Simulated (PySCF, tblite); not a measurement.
**C10H10O: geometry, infrared bands, NMR shifts, spin-spin couplings and electronic excitations**

Wanted: the infrared bands, NMR shifts, spin-spin couplings and electronic excitations of C10H10O (`CC(=O)/C=C/c1ccccc1`), by calculation.

Programs: tblite 0.8.0 and PySCF 2.14.0, with density-fitted response routines of our own. Each step states its level of theory. These are calculated values for one molecule in the gas phase, unless marked as measured. Atoms are numbered from 0 throughout.

### 1 The starting structure

21 atoms, charge 0, multiplicity 1; geometry from: force field or distance geometry start.

Bonds of the start (Å): C0–C1 1.51, C1–O2 1.24, C1–C3 1.49, C3–C4 1.35, C4–C5 1.47, C5–C6 1.39, C6–C7 1.39, C7–C8 1.39, C8–C9 1.39, C9–C10 1.40, C10–C5 1.40, C0–H11 1.09, C0–H12 1.08, C0–H13 1.10, C3–H14 1.08, C4–H15 1.09, C6–H16 1.09, C7–H17 1.10, C8–H18 1.09, C9–H19 1.09, C10–H20 1.09.

### 2 Optimising the geometry with GFN2-xTB

What the job is given:

```
{"job": {"kind": "relax", "xc": "GFN2-xTB", "basis": "xTB"}, "charge": 0, "multiplicity": 1}
C      4.088100     0.306500     0.117900
C      2.896100    -0.561400     0.444100
O      3.062900    -1.698300     0.918200
C      1.545900    -0.004200     0.164900
C      0.451000    -0.739300     0.452800
C     -0.924000    -0.281000     0.181600
C     -1.870000    -1.210600    -0.250300
C     -3.185600    -0.821300    -0.479400
C     -3.572400     0.493900    -0.279800
C     -2.648700     1.430200     0.168500
C     -1.325700     1.042200     0.398900
H      4.818700     0.228300     0.919300
H      4.509700    -0.016400    -0.818600
H      3.787700     1.358000     0.035400
H      1.492800     0.984600    -0.265000
H      0.545000    -1.738600     0.873400
H     -1.588500    -2.249000    -0.405500
H     -3.920200    -1.564300    -0.824100
H     -4.606400     0.801300    -0.456900
H     -2.941800     2.462900     0.340900
H     -0.623500     1.793400     0.773400
```

Command:

```
$ OMP_NUM_THREADS=2 python probes_run.py task.json out
```

This one command runs all jobs of the session in turn.

**Question.** This job is followed by: GFN2-xTB harmonic vibrations, gas phase; PBE0-D3(BJ)/def2-SVP geometry optimisation, gas phase; GIAO PBE0/pcSseg-1 NMR shielding, non-relativistic, gas phase; B3LYP/pcJ-1 indirect spin-spin coupling, non-relativistic, gas phase; TDDFT wB97X-D/def2-SVPD, vertical, gas phase, core orbitals frozen in the response; GIAO HF/pcSseg-2 NMR shielding, non-relativistic, gas phase. Predict these results of the whole session: strongest single infrared mode (GFN2-xTB); zero-point energy (GFN2-xTB); rotational constants (main isotopes); 13C shifts against TMS (PBE0/pcSseg-1, means over atoms taken as alike); 1H shifts against TMS (PBE0/pcSseg-1, means over atoms taken as alike); 17O shifts against H2O (PBE0/pcSseg-1); largest coupling of the table (B3LYP/pcJ-1); lowest singlet (wB97X-D/def2-SVPD); brightest single state of those computed; lowest triplet; range of the shift of O2.

**Answer**, as computed:

| quantity | value |
| --- | --- |
| strongest single infrared mode (GFN2-xTB) | 1728 cm⁻¹, 270 km/mol |
| zero-point energy (GFN2-xTB) | 104.2 kcal/mol |
| rotational constants (main isotopes) | 3.56, 0.48, 0.42 GHz |
| 13C shifts against TMS (PBE0/pcSseg-1, means over atoms taken as alike) | 196.4, 150.4, 138.6, 136.9, 135.1, 134.3, 125.2, 32.6 ppm |
| 1H shifts against TMS (PBE0/pcSseg-1, means over atoms taken as alike) | 7.79, 7.77, 7.53, 7.49, 6.74, 2.24 ppm |
| 17O shifts against H2O (PBE0/pcSseg-1) | 628.6 ppm |
| largest coupling of the table (B3LYP/pcJ-1) | 1J(C,H) C8–H18, 168.0 Hz |
| lowest singlet (wB97X-D/def2-SVPD) | 3.77 eV (329 nm), f = 0.000 |
| brightest single state of those computed | state 2, 4.51 eV, f = 0.662 |
| lowest triplet | 2.85 eV |
| range of the shift of O2 | 576.0 to 628.6 ppm |

In words: All 57 modes are real, so the xTB geometry is a minimum. The strongest single mode, at 1728 cm⁻¹, moves mainly C1 and O2. Unscaled tight-binding wavenumbers are off by several per cent, some by more. Its intensities can rank the bands wrongly. Over 7 steps the energy fell by 0.202 eV; of the close pairs, C1–C3 changed most, 1.438 to 1.485 Å (PBE0/def2-SVP). No frequency check was run at this level, so the end point may be a saddle. C1 (ketone carbonyl carbon) lies farthest downfield among carbon, at 196.4 ppm; the double bond to the heteroatom, with no lone-pair donor beside it, deshields it most. The most deshielded hydrogen is H15 (hydrogen on a β carbon of a C=C–C=O unit), at 7.79 ppm: attached to an sp2 carbon and in the plane of the double bond. NICS(1)zz of -26 ppm above the planar ring from C5 marks a diatropic (aromatic) ring current. Of the pairs tabulated at B3LYP/pcJ-1, C8–H18 couples most strongly (168.0 Hz; Fermi contact 167.0 Hz). Couplings across rotatable bonds belong to this one conformer; where others are populated, the observed values are averages. The lowest singlet, at 3.77 eV, is HOMO−1→LUMO 0.81, HOMO−1→LUMO+2 0.16 and is dark; of the 10 states computed, the strongest absorption comes from state 2 at 4.51 eV. The lowest triplet lies 0.92 eV below the lowest singlet (triplets in Tamm-Dancoff, singlets in full TDDFT). In ppm, O2 moves most: its shift spreads over 52.6 ppm, from 576.0 (HF/pcSseg-2) to 628.6 (PBE0/pcSseg-1).
